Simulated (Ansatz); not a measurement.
# C5H5F3O3: up Jacob's ladder to CCSD(T)

An exercise on one series of results from a longer session: the logs are not shown, and one member is left open.

The runs use Ansatz 0.2.0, Gaussian basis; functionals in def2-TZVPP, the program's frozen cores in correlated methods.

Levels to be run: LDA (SPW92), PBE-D4, revPBE-D4, BLYP-D4, r2SCAN-D4, B97M-V, PBE0-D4, B3LYP-D4, r2SCANh-D4, r2SCAN0-D4, HSE06-D4, BHLYP-D4, CAM-B3LYP-D4, LC-ωPBE, ωB97X-V, ωB97M-V, B2PLYP, PBE-QIDH; CCSD(T)/def2-SVP; CCSD(T)/def2-TZVPP; MP2/def2-QZVPP; extrapolation to the limit; RPA on PBE.

## The geometry

All runs share one geometry, relaxed beforehand with PBE0-D4 in a triple-zeta def2 set.

SMILES `CO/C(O)=C\C(=O)C(F)(F)F`, 16 atoms, charge 0, spin multiplicity 1.

Atoms are counted from 1 here; the program's logs count them from 0.

Bond lengths: C1–O2 1.427 Å, C1–H12 1.087 Å, C1–H13 1.091 Å, C1–H14 1.094 Å, O2–C3 1.328 Å, C3–O4 1.339 Å, C3–C5 1.348 Å, O4–H15 0.964 Å, C5–C6 1.444 Å, C5–H16 1.082 Å, C6–O7 1.209 Å, C6–C8 1.555 Å, C8–F9 1.344 Å, C8–F10 1.323 Å, C8–F11 1.336 Å. Angles: O2–C1–H12 105.6°, O2–C1–H13 110.5°, O2–C1–H14 112.0°, H12–C1–H13 109.8°, H12–C1–H14 108.8°, H13–C1–H14 110.0°, C1–O2–C3 117.8°, O2–C3–O4 116.9°, O2–C3–C5 123.9°, O4–C3–C5 119.1°, C3–O4–H15 109.9°, C3–C5–C6 129.7°, C3–C5–H16 116.4°, C6–C5–H16 113.9°, C5–C6–O7 122.0°, C5–C6–C8 121.4°, O7–C6–C8 116.6°, C6–C8–F9 111.7° and more.

Coordinates:

```xyz
16
C5H5F3O3
C     0.9307   -0.9704   -1.7022
O     0.7521    0.1250   -0.8056
C    -0.4422    0.7043   -0.7655
O    -0.9954    1.0356   -1.9388
C    -1.0933    1.0078    0.3752
C    -0.7975    0.6246    1.7357
O    -1.4262    1.0557    2.6735
C     0.3278   -0.3980    2.0628
F     0.2141   -1.5139    1.3228
F     0.2638   -0.7606    3.3332
F     1.5407    0.1206    1.8485
H     1.8692   -1.4358   -1.4119
H     0.1149   -1.6877   -1.5964
H     1.0069   -0.6412   -2.7425
H    -0.3164    1.0799   -2.6212
H    -1.9719    1.6315    0.2769
```

The first run:

in.yaml reads:

```yaml
crystal:
  periodic: [false, false, false]
  atoms:
    - {symbol: C, position_ang: [0.930717, -0.970440, -1.702232]}
    - {symbol: O, position_ang: [0.752081, 0.125034, -0.805604]}
    - {symbol: C, position_ang: [-0.442180, 0.704309, -0.765480]}
    - {symbol: O, position_ang: [-0.995450, 1.035575, -1.938841]}
    - {symbol: C, position_ang: [-1.093337, 1.007825, 0.375207]}
    - {symbol: C, position_ang: [-0.797521, 0.624574, 1.735670]}
    - {symbol: O, position_ang: [-1.426238, 1.055738, 2.673545]}
    - {symbol: C, position_ang: [0.327756, -0.397952, 2.062767]}
    - {symbol: F, position_ang: [0.214142, -1.513895, 1.322750]}
    - {symbol: F, position_ang: [0.263773, -0.760603, 3.333195]}
    - {symbol: F, position_ang: [1.540681, 0.120557, 1.848477]}
    - {symbol: H, position_ang: [1.869191, -1.435843, -1.411857]}
    - {symbol: H, position_ang: [0.114918, -1.687680, -1.596387]}
    - {symbol: H, position_ang: [1.006899, -0.641172, -2.742471]}
    - {symbol: H, position_ang: [-0.316400, 1.079906, -2.621212]}
    - {symbol: H, position_ang: [-1.971934, 1.631467, 0.276871]}
basis:
  gaussian: {orbitals: def2-TZVPP}
hamiltonian: {xc: lda}
output: {orbitals: {seedname: orbitals}}
```

Command:

```
ansatz run in.yaml --threads 4 --pin off --events-out ev --progress --plain --max-ram 66560MiB --backend cuda --devices 0, --max-vram 37GiB
```

Among the steps run: LDA; PBE-D4 (GGA); revPBE-D4 (GGA); BLYP-D4 (GGA); r2SCAN-D4 (meta-GGA); B97M-V (meta-GGA); B3LYP-D4 (hybrid); r2SCANh-D4 (hybrid); r2SCAN0-D4 (hybrid); HSE06-D4 (hybrid); BHLYP-D4 (hybrid); CAM-B3LYP-D4 (range-separated); LC-ωPBE (range-separated); ωB97X-V (range-separated); ωB97M-V (range-separated); B2PLYP (double hybrid); PBE-QIDH (double hybrid).

One of the session's tables, all rows but one given; the rest of the session is left out.

It belongs to the step «Orbital energies across the functionals». 

| functional | HOMO (eV) | LUMO (eV) | gap (eV) |
| --- | --- | --- | --- |
| LDA (SPW92) | ? | ? | ? |
| PBE-D4 | -5.94 | -2.52 | 3.42 |
| revPBE-D4 | -5.85 | -2.41 | 3.44 |
| BLYP-D4 | -5.88 | -2.40 | 3.47 |
| r2SCAN-D4 | -6.30 | -2.39 | 3.91 |
| B97M-V | -6.47 | -2.26 | 4.21 |
| PBE0-D4 | -7.44 | -1.62 | 5.82 |
| B3LYP-D4 | -7.24 | -1.86 | 5.38 |
| r2SCANh-D4 | -6.94 | -2.06 | 4.88 |
| r2SCAN0-D4 | -7.61 | -1.55 | 6.06 |
| HSE06-D4 | -7.04 | -2.00 | 5.05 |
| BHLYP-D4 | -8.48 | -0.55 | 7.94 |
| CAM-B3LYP-D4 | -8.73 | -0.53 | 8.19 |
| LC-ωPBE | -9.98 | 0.60 | 10.58 |
| ωB97X-V | -9.63 | 0.59 | 10.22 |
| ωB97M-V | -9.55 | 0.53 | 10.09 |

Q: Estimate the row for LDA (SPW92) from the others.

The run gave: HOMO (eV): -6.16; LUMO (eV): -2.82; gap (eV): 3.34. In the column «HOMO (eV)» it lies between r2SCAN-D4 (-6.30) and PBE-D4 (-5.94).
